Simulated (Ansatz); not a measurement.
C2H7AlS, SMILES C[CH]([AlH2])S: vertical spin-state energies, run with Ansatz 0.2.0, Python API.

`c2h7als_spin.py`
```python
import ansatz as az

BASIS_SET = "def2-TZVPP"
XC = "r2scan0"


def main() -> None:
    geometry_ang = [
        ("C", (-0.6096, 0.8776, -0.5638)),
        ("C", (-0.2388, -0.4192, 0.02)),
        ("Al", (1.1369, -0.1631, 1.4094)),
        ("S", (0.5019, -1.4957, -1.28)),
        ("H", (0.2081, 1.4179, -1.0786)),
        ("H", (-1.0641, 1.6003, 0.2176)),
        ("H", (-1.4263, 0.7671, -1.3308)),
        ("H", (-1.0733, -0.8885, 0.4888)),
        ("H", (0.8956, -0.6178, 2.9656)),
        ("H", (2.5671, 0.5102, 1.061)),
        ("H", (-0.8322, -1.6457, -1.8885)),
    ]
    mol = az.Crystal.molecule()
    for symbol, xyz in geometry_ang:
        mol = mol.atom(symbol, xyz)

    job = mol.calculation().basis(gaussian=BASIS_SET).functional(XC)
    found = {}
    for unpaired in [0, 2]:
        r = job.spin("collinear", total=unpaired).run(threads=1).report
        s = unpaired / 2
        found[unpaired] = r["free_energy_ev"]
        print(f"2S+1 = {unpaired + 1}: E = {found[unpaired]:.5f} eV, <S^2> = {abs(r['mean_field']['state']['spin_squared']):.3f} (pure state {s * (s + 1):.2f})")
    lowest = min(found, key=found.get)
    for unpaired, e in found.items():
        print(f"multiplicity {unpaired + 1}: {96.485332 * (e - found[lowest]):.1f} kJ/mol above the lowest")


if __name__ == "__main__":
    main()
```

Which spin state is lowest at this geometry, and how far above lie the others?

In order: multiplicity 1 (+0.00 eV) and multiplicity 3 (+3.99 eV), all at the one geometry.

The output:

```console
$ python c2h7als_spin.py
2S+1 = 1: E = -19617.53234 eV, <S^2> = 0.000 (pure state 0.00)
2S+1 = 3: E = -19613.54404 eV, <S^2> = 2.014 (pure state 2.00)
multiplicity 1: 0.0 kJ/mol above the lowest
multiplicity 3: 384.8 kJ/mol above the lowest
```

The settings weren't tested for convergence. The geometry is a force-field or estimated start, not a minimum of this method, and the basis set is short of its limit. All parts are taken at fixed geometry, without zero-point energy. Run time: 87 s on 1 thread of Arm Neoverse V1, with other jobs on the host, peak memory 0.87 GiB.

(Lines on the test bed's own set-up are left out of the output.)
